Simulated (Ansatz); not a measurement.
## ScCd, space group Pm-3m: a supercell folding check, step by step

Program: Ansatz 0.2.0, Python API.

Typed at the interpreter:
```pycon
>>> import ansatz
>>> import numpy as np
>>> vectors = np.array([
...     [3.526256, 0.0, 0.0],
...     [0.0, 3.526256, 0.0],
...     [0.0, 0.0, 3.526256],
... ])
>>> cell = (
...     ansatz.Lattice.of(vectors)
...     .atom("Sc", (0.5, 0.5, 0.5))
...     .atom("Cd", (0.0, 0.0, 0.0))
... )
>>> mesh = (4, 4, 4)
>>> rows = []
>>> for repeats in [(1, 1, 1), (2, 1, 1)]:
...     model = (
...         cell.supercell(*repeats).calculation()
...         .functional("r2SCAN")
...         .basis(500)
...         .occupations("fermi_dirac", width=150 * ansatz.meV)
...         .kpoints(*(k // n for k, n in zip(mesh, repeats)))
...     )
...     data = model.run(threads=1).report
...     n = len(data["lattice"]["sites"])
...     rows.append((repeats, n, data["free_energy_ev"] / n, data["fermi_energy_ev"], data["n_kpoints"], data["n_symmetry_ops"]))
...

>>> print("       repeats           atoms       F/atom eV  Fermi level eV        k-points  symmetry operations")
       repeats           atoms       F/atom eV  Fermi level eV        k-points  symmetry operations
>>> for row in rows:
...     print(f"{str(row[0]):>14s}  {row[1]:14d}  {row[2]:14.5f}  {row[3]:14.4f}  {row[4]:14d}  {row[5]:19d}")
...
     (1, 1, 1)               2     -5204.69107         12.5448              10                   48
     (2, 1, 1)               4     -5204.69107         12.5448              12                   32
```

Reading the output:
- Total energies depend on the potentials; only differences at equal settings carry meaning.
- For a metal this k-point mesh is coarse: on a finer one energies can move by several to tens of meV an atom and pressures by half a GPa or more, differences at one mesh by less.
- The smearing is wide enough that free energy and stress hold a thermal part of the electrons.
- This cell is a computed structure, which may not be the phase found in nature.
- The count of operations in a supercell holds its pure translations too, and an uneven repeat can lower the point group.
- The whole script took 7.6 s on 1 thread of Arm Neoverse V2, on a shared host, peak memory 0.55 GiB.

(Lines on the test bed's own set-up are left out of the output.)
